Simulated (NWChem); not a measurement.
# One shape, several levels: AlI (SMILES [Al][I])

Wanted: a comparison of 6 runs (HF/3-21G, TPSSh/def2-TZVP, PBE/def2-SVP, MP2/STO-3G, CCSD/def2-TZVPPD, CCSD(T)/6-311G**) of AlI. 

The results are computed with NWChem 7.3.0.

### Step 1. The structure to begin with

AlI has 2 atoms, charge 0, and is taken as a singlet. As SMILES, `[Al][I]`. Geometry: the measured bond length.

Bond lengths: Al1–I2 2.537 Å.

### Step 2. Energy and gradient at HF/3-21G (run 1)

Contents of run.py:

```python
from ase import Atoms
from ase.calculators.nwchem import NWChem

system = Atoms('AlI', positions=[
    [0.000000, 0.000000, 0.000000],
    [0.000000, 0.000000, 2.537102],
])

calc = NWChem(
    label='m1',
    theory='scf',
    memory='2200 mb',
    basis='3-21G',
    basispar='spherical bse',
    scf={'nopen': '0', 'rhf': None, 'thresh': '1e-08', 'maxiter': '80', 'print': 'low'},
)
system.calc = calc

forces = system.get_forces()
print("Total energy (eV):", round(system.get_potential_energy(), 6))
print("forces (eV/A):")
for s, f in zip(system.symbols, forces):
    print(f"{s:2s} {f[0]:10.5f} {f[1]:10.5f} {f[2]:10.5f}")
```

Run with:

```console
$ export ASE_NWCHEM_COMMAND="nwchem PREFIX.nwi > PREFIX.nwo"
$ python run.py
```

The log of the run:

```text
Total energy (eV): -193961.20566
forces (eV/A):
Al   -0.00000    0.00000   -1.39200
I     0.00000   -0.00000    1.39200
```

The calculator wrote m1.nwi:

```
title "m1"

permanent_dir m1

scratch_dir m1

start m1

geometry units angstrom nocenter noautosym noautoz
  Al 0.0000000000000000e+00 0.0000000000000000e+00 0.0000000000000000e+00
  I  0.0000000000000000e+00 0.0000000000000000e+00 2.5371020000000000e+00
end

memory 2200 mb

basis spherical bse noprint
   * library 3-21G
end

scf
  nopen 0
  rhf
  thresh 1e-08
  maxiter 80
  print low
end

task scf gradient
```

m1.nwo:

```text
Northwest Computational Chemistry Package (NWChem) 7.3.0
             --------------------------------------------------------

           Job information
           ---------------

    nwchem branch   = 7.3.0
    use scalapack   = T
    input           = m1.nwi
    prefix          = m1.
    data base       = m1/m1.db
    status          = startup
    nproc           =        1

           Memory information
           ------------------

[... 5 lines left out ...]
    hardfail = no
[... 78 lines left out ...]
       Final RHF  results
[... 3 lines left out ...]
      One-electron energy = -10100.222506446373
[... 1 line left out ...]
 Nuclear repulsion energy =    143.708500707024
[... 1 line left out ...]
        Time for solution =      4.0s

                              NWChem Gradients Module
                              -----------------------

                         RHF ENERGY GRADIENTS

    atom               coordinates                        gradient
                 x          y          z           x          y          z
   1 Al      0.000000   0.000000   0.000000    0.000000  -0.000000   0.027070
   2 I       0.000000   0.000000   4.794428   -0.000000   0.000000  -0.027070

 Task  times  cpu:        5.5s     wall:        5.5s
 Total times  cpu:        5.5s     wall:        5.5s
```

Wall time 6.9 s (1 thread of Intel Xeon Platinum 8259CL at 2.50GHz (Skylake/Cascade Lake), shared host); peak memory 0.1 GiB.

### Step 3. Energy and forces at TPSSh/def2-TZVP (core potential) (run 2)

Contents of struct.nw:

```
start struct
title "AlI"
memory stack 880 mb heap 220 mb global 1100 mb
charge 0

geometry units angstrom noautosym nocenter noautoz
 Al    0.000000    0.000000    0.000000
 I     0.000000    0.000000    2.537102
end

basis spherical bse
 * library def2-TZVP
end

ecp bse
 I library def2-TZVP
end

dft
 xc xctpssh
 grid xfine
 convergence energy 1e-08
 maxiter 100
 mulliken
 print low
end

task dft gradient
```

Run with:

```console
$ nwchem struct.nw > struct.out
```

The log of the run:

```text
[...]
 d= 0,ls=0.0,diis     1   -540.0753539287 -6.08D+02  1.23D-02  2.87D-01     4.4
[...]
 d= 0,ls=0.0,diis    10   -540.1065481988 -7.34D-10  3.30D-07  5.51D-10    33.1
         Total DFT energy =     -540.106548198830
      One electron energy =     -990.471969140045
           Coulomb energy =      423.337459500868
    Exchange-Corr. energy =      -40.759067195042
 Nuclear repulsion energy =       67.787028635389
[...]
      Total Density - Mulliken Population Analysis
     ---------------------------------------------
    Atom       Charge   Shell Charges
 -----------   ------   -------------------------------------------------------
    1 Al  13    12.73   2.00  0.65  1.32  1.23  0.72  2.92  2.22  0.85  0.49  0.21  0.04  0.07  0.02
    2 I   25    25.27   0.19 -0.78  1.62  0.99  1.15  0.79 -0.49  6.44  1.40  2.87  1.07  9.17  0.81  0.04  0.00  0.00
[...]
                         DFT ENERGY GRADIENTS
    atom               coordinates                        gradient
                 x          y          z           x          y          z
   1 Al      0.000000   0.000000   0.000000    0.000000  -0.000000   0.003362
   2 I       0.000000   0.000000   4.794428   -0.000000   0.000000  -0.003362
 Task  times  cpu:       45.2s     wall:       45.2s
 Total times  cpu:       45.2s     wall:       45.2s
```

Wall time 46 s (1 thread of Intel Xeon Platinum 8259CL at 2.50GHz (Skylake/Cascade Lake), shared host); peak memory 0.13 GiB.

### Step 4. Energy and gradient at PBE/def2-SVP (core potential) (run 3)

Contents of input.nw:

```
start input
title "iodoaluminum"
memory total 2200 mb
charge 0
geometry units bohr noautosym nocenter noautoz
 Al     0.00000000     0.00000000     0.00000000
 I      0.00000000     0.00000000     4.79442793
end
basis spherical bse
 * library def2-SVP
end
ecp bse
 I library def2-SVP
end
dft
 xc xpbe96 cpbe96
 mult 1
 grid xfine
 convergence energy 1e-08
 maxiter 100
 mulliken
 print medium
end
task dft gradient
```

Run with:

```console
$ nwchem input.nw > input.out
```

The log of the run:

```text
[...]
          Wavefunction type:  closed shell.
          No. of atoms     :     2
          No. of electrons :    38
[...]
          Charge           :     0
          Spin multiplicity:     1
[...]
          AO basis - number of functions:    44
[...]
              XC Information
              --------------
          PerdewBurkeErnzerhof Exchange Functional  1.000
            Perdew 1991 LDA Correlation Functional  1.000 local
           PerdewBurkeErnz. Correlation Functional  1.000 non-local
[...]
 d= 0,ls=0.0,diis     1   -539.9113922947 -6.08D+02  3.39D-02  1.67D-01     1.3
[...]
 d= 0,ls=0.0,diis    10   -539.9447469597 -3.00D-10  1.45D-07  8.69D-12     9.0
         Total DFT energy =     -539.944746959652
      One electron energy =     -990.292524992167
           Coulomb energy =      423.242529298986
    Exchange-Corr. energy =      -40.681775025112
 Nuclear repulsion energy =       67.787023758641
[...]
      Total Density - Mulliken Population Analysis
     ---------------------------------------------
    Atom       Charge   Shell Charges
 -----------   ------   -------------------------------------------------------
    1 Al  13    12.73   2.00  1.99  1.46  0.50  5.91  0.45  0.36  0.06
    2 I   25    25.27   0.22  1.83  1.36  0.55  3.12  2.94  2.62  2.62  9.79  0.23
[...]
  wavefunction    = closed shell
                         DFT ENERGY GRADIENTS
    atom               coordinates                        gradient
                 x          y          z           x          y          z
   1 Al      0.000000   0.000000   0.000000   -0.000000  -0.000000   0.005025
   2 I       0.000000   0.000000   4.794428    0.000000   0.000000  -0.005025
[...]
```

Wall time 11 s (1 thread of Intel Xeon Platinum 8259CL at 2.50GHz (Skylake/Cascade Lake), shared host); peak memory 0.12 GiB.

Runs 4 to 5 aren't shown in full; the table further down has their settings and results.

### Step 5. The energy at CCSD(T)/6-311G(d,p) (run 6)

Contents of struct.nw:

```
start struct
title "iodoaluminum"
memory 2200 mb

geometry units angstroms noautosym nocenter noautoz
  Al       0.000000       0.000000       0.000000
  I        0.000000       0.000000       2.537102
end

basis spherical bse
  * library 6-311G**
end

scf
  thresh 1e-08
  maxiter 80
  noprint "final vectors analysis"
end

ccsd
  freeze core 23
  maxiter 60
end

task ccsd(t)
```

Run with:

```console
$ nwchem struct.nw > struct.out
```

The log of the run:

```text
[...]
  functions       =    88
[...]
  wavefunction    = RHF
[...]
         Total SCF energy =  -7158.789476854565
      One-electron energy = -10132.362043819137
      Two-electron energy =   2829.864066257549
 Nuclear repulsion energy =    143.708500707024
        Time for solution =     11.2s
[...]
 Total MP2 energy:          -7159.037295857346180
[...]
             energy      energy      error      ampl     ampl      Block
                                                time     time      time
[...]
 Total CCSD energy:          -7159.051306653624124
[...]
 Total CCSD+T(CCSD) energy:          -7159.057513328802088
[...]
 Total CCSD(T) energy:               -7159.057318162999763
[...]
```

Run time: 100 s. Hardware: 1 thread of Intel Xeon Platinum 8259CL at 2.50GHz (Skylake/Cascade Lake), shared host; peak memory 0.19 GiB.

### Step 6. Overview of the runs

```
run                              level  iteration cap   module   energy (Eh)  largest force (eV/Å)  wall time
  1                           HF/3-21G             80      scf  -7127.942894                 1.392      6.9 s
  2   TPSSh/def2-TZVP (core potential)            100      dft   -540.106548                 0.173       46 s
  3      PBE/def2-SVP (core potential)            100      dft   -539.944747                 0.258       11 s
  4                         MP2/STO-3G             80      mp2  -7089.770970                 0.248      8.1 s
  5  CCSD/def2-TZVPPD (core potential)             80     ccsd   -539.168762                     –    5.5 min
  6                   CCSD(T)/6-311G**             80  ccsd(t)  -7159.057318                     –      100 s
```

### Step 7. What came out

```
                                           quantity           value
                                run 6: total energy  -7159.05732 Eh
run 6: correlation energy (23 core orbitals frozen)      -267.8 mEh
                              run 6: (T) correction       -6.01 mEh
```

Totals of different functionals can't be ranked against each other. Some runs of one species differ in core potentials or relativity; totals across that change don't compare. In run 4 the basis is minimal, so the values are rough. In runs 1, 4, 6 relativity is left out where basis or elements ask for it. All runs together took 8.4 min, the longest 5.5 min.
